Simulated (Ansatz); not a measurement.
# Be4ZnTe: the cost of one run

Program: Ansatz 0.2.0. Level of theory: DFT PBE, scalar-relativistic, plane waves, PAW, unless a step names another level. These are calculated values, not measurements.

1 further run of the same task is left out (set aside as unsound or not needed). Runs told in other sessions of the task aren't counted.

### 1 The structure to begin with

Symmetry: Cm, No. 8, monoclinic system. Conventional cell: a = 6.501 Å, b = 3.709 Å, c = 7.278 Å, α = 90.00°, β = 93.77°, γ = 90.00°. Be (site symmetry m) has 6 Be at 2.11 to 2.30 Å in its first shell of neighbours. Be (site symmetry m) is surrounded by 4 Be at 2.26 to 2.44 Å and 3 Te at 2.43 Å. Be (site symmetry m) is surrounded by 7 Be at 2.11 to 2.33 Å. Be (site symmetry m) has 1 Zn at 2.16 Å and 8 Be at 2.25 to 2.33 Å and 1 Te at 2.64 Å in its first shell of neighbours. Zn (site symmetry m) has 7 Be at 2.16 to 2.63 Å and 1 Te at 2.65 Å in its first shell of neighbours. Te (site symmetry m) has 4 Be at 2.43 to 2.64 Å and 1 Zn at 2.65 Å in its first shell of neighbours.

Coordinates:

```cif
data_structure
_symmetry_space_group_name_H-M 'P 1'
_symmetry_Int_Tables_number 1
_cell_length_a 3.7423
_cell_length_b 3.7423
_cell_length_c 7.2781
_cell_angle_alpha 93.277
_cell_angle_beta 93.277
_cell_angle_gamma 59.417
_cell_volume 87.56
loop_
_atom_site_label
_atom_site_type_symbol
_atom_site_fract_x
_atom_site_fract_y
_atom_site_fract_z
_atom_site_occupancy
Be1 Be 0.40353 0.40353 0.45316 1
Be2 Be 0.18703 0.18703 0.16602 1
Be3 Be 0.07923 0.07923 0.45517 1
Be4 Be 0.73150 0.73150 0.35332 1
Zn1 Zn 0.75726 0.75726 0.65101 1
Te1 Te 0.84421 0.84421 0.01133 1
```

It came out lowest among 29 distinct ends of the trial cells. At a tolerance of 0.05 Å it has space group Cm (No. 8).

### 2 Relaxing to 0.001 eV/Å, on the response runs' mesh and smearing

File input.yaml:

```yaml
crystal:
  lattice:
    - [3.2503848577, -1.8546605024, -0.0167533539]
    - [3.2503848577, 1.8546605024, -0.0167533539]
    - [-0.4415056536, 0.0, 7.2646531255]
  atoms:
    - { symbol: Be, position: [0.4035313235, 0.4035313235, 0.4531558362] }
    - { symbol: Be, position: [0.1870340015, 0.1870340015, 0.1660154131] }
    - { symbol: Be, position: [0.0792265102, 0.0792265102, 0.4551748328] }
    - { symbol: Be, position: [0.7315013522, 0.7315013522, 0.353317167] }
    - { symbol: Zn, position: [0.7572604207, 0.7572604207, 0.6510056922] }
    - { symbol: Te, position: [0.8442074092, 0.8442074092, 0.0113310585] }
basis:
  ecutwfc: 420
kpoints:
  mp_grid: { grid: [10, 10, 4] }
hamiltonian:
  xc: pbe
scf:
  occupations: { method: gaussian, width: 0.1 }
output:
  forces: true
  stress: true
  eigenvalues: true
relax:
  adjacent_minimum: "off"
  f_tol: 0.001
  max_steps: 60
  cell: { stress_tol: 0.01 }
```

Started as:

```console
> ansatz run input.yaml --threads 3 --pin off --max-ram 7680MiB --backend cpu --events-out ev --progress --plain --runs-dir out
```

Q: Estimate wall time and peak memory on 3 threads of Intel Xeon 6975P-C (Granite Rapids), shared host.

About 20 s, with a peak of 0.6 GiB.
